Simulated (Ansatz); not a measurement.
Write the native input for Ansatz 0.2.0 that does the following.

```yaml
Task: single point
Functional: PBE
Potentials_or_basis: SPMS NC
Cutoff: "1034 eV (not typed: the program's choice for these potentials)"
k_mesh: 5 × 5 × 4
Occupations: fermi-dirac, width 0.05 eV
Spin: collinear spin, ferromagnetic start
Starting_moments: "[0.0, 0.0, 0.0, 0.0, 4.0, 4.0, 1.0, 1.0, 0.0, 0.0, 0.0, 0.0, 0.0, 0.0, 0.0, 0.0, 0.0, 0.0, 0.0, 0.0] μB"
```

NaLaMnMoO6:

```xyz
20
Lattice="5.5573 0.0000 0.0000 0.0000 5.5979 0.0000 -0.0621 0.0000 8.0246" Properties=species:S:1:pos:R:3 pbc="T T T"
Na    4.1374    2.8870    4.0062
Na    1.3578    0.0880    4.0184
La    1.3670    5.3682    8.0196
La    4.1282    2.5692    0.0051
Mn    1.3605    2.7297    2.0549
Mn    4.1347    5.5286    5.9698
Mo    4.1822    5.5792    2.1739
Mo    1.3130    2.7803    5.8508
O     3.7116    5.4765    3.9370
O     0.1718    4.5353    2.2249
O     5.1705    1.6184    2.2490
O     2.6450    1.1737    1.5987
O     3.0127    4.1180    1.6113
O     4.6099    0.1018    0.0315
O     1.7837    2.6775    4.0877
O     5.3234    1.7363    5.7997
O     0.3247    4.4173    5.7756
O     2.8502    3.9726    6.4260
O     2.4825    1.3190    6.4134
O     0.8853    2.9007    7.9932
```

The cell was built by a generator and needn't be a form met in nature.

The input as run:

input.yaml

```yaml
crystal:
  lattice:
    - [5.55735, 0.0, 0.0]
    - [0.0, 5.59794, 0.0]
    - [-0.06214, 0.0, 8.02462]
  atoms:
    - { symbol: Na, position: [0.75008, 0.51572, 0.49924] }
    - { symbol: Na, position: [0.24992, 0.01572, 0.50076] }
    - { symbol: La, position: [0.25715, 0.95896, 0.99937] }
    - { symbol: La, position: [0.74285, 0.45896, 0.00063] }
    - { symbol: Mn, position: [0.24767, 0.48762, 0.25607], spin: 4.0 }
    - { symbol: Mn, position: [0.75233, 0.98762, 0.74393], spin: 4.0 }
    - { symbol: Mo, position: [0.75559, 0.99666, 0.2709], spin: 1.0 }
    - { symbol: Mo, position: [0.24441, 0.49666, 0.7291], spin: 1.0 }
    - { symbol: O, position: [0.67335, 0.9783, 0.49061] }
    - { symbol: O, position: [0.03402, 0.81017, 0.27726] }
    - { symbol: O, position: [0.93353, 0.2891, 0.28026] }
    - { symbol: O, position: [0.47817, 0.20966, 0.19922] }
    - { symbol: O, position: [0.54435, 0.73563, 0.20079] }
    - { symbol: O, position: [0.82956, 0.01818, 0.00392] }
    - { symbol: O, position: [0.32665, 0.4783, 0.50939] }
    - { symbol: O, position: [0.96598, 0.31017, 0.72274] }
    - { symbol: O, position: [0.06647, 0.7891, 0.71974] }
    - { symbol: O, position: [0.52183, 0.70966, 0.80078] }
    - { symbol: O, position: [0.45565, 0.23563, 0.79921] }
    - { symbol: O, position: [0.17044, 0.51818, 0.99608] }
hamiltonian:
  xc: pbe
  pseudopotentials: { kind: nc, source: spms }
magnetization:
  spin_polarized: true
kpoints:
  mp_grid: { grid: [5, 5, 4] }
scf:
  occupations: { method: fermi_dirac, width: 0.05 }
output:
  forces: true
  stress: true
  eigenvalues: true
```

Potentials or basis: SPMS NC.

Run with:

```bash
$ ansatz run input.yaml --threads 8 --pin off --max-ram 20480MiB --backend cpu --events-out ev --progress --plain --runs-dir out
```

Results of the run:

```json
{
  "Pressure": "0.2 GPa",
  "Largest force": "0.080 eV/Å",
  "Band gap on the k mesh": "0.20 eV, indirect (least direct gap 0.24 eV)",
  "Net moment": "9.98 μB per cell",
  "Absolute moment": "10.06 μB per cell",
  "Site moments": "Na +0.00; La +0.01; Mn +3.83; Mo +0.19; O +0.02, +0.04, +0.03, +0.06 μB"
}
```

Caveat: odd divisions of the mesh miss points on the zone boundary, where band edges often lie, so the gap on the mesh can be too wide; the pressure holds a Pulay correction of +0.4 GPa for the finite cutoff; spin-orbit coupling is left out, which moves the levels of the heavy elements; only a ferromagnetic start was run, and an antiferromagnetic order may lie lower in energy.

Wall time 4.8 min on 8 threads of Arm Neoverse V1 (shared host), peak memory 6 GiB.
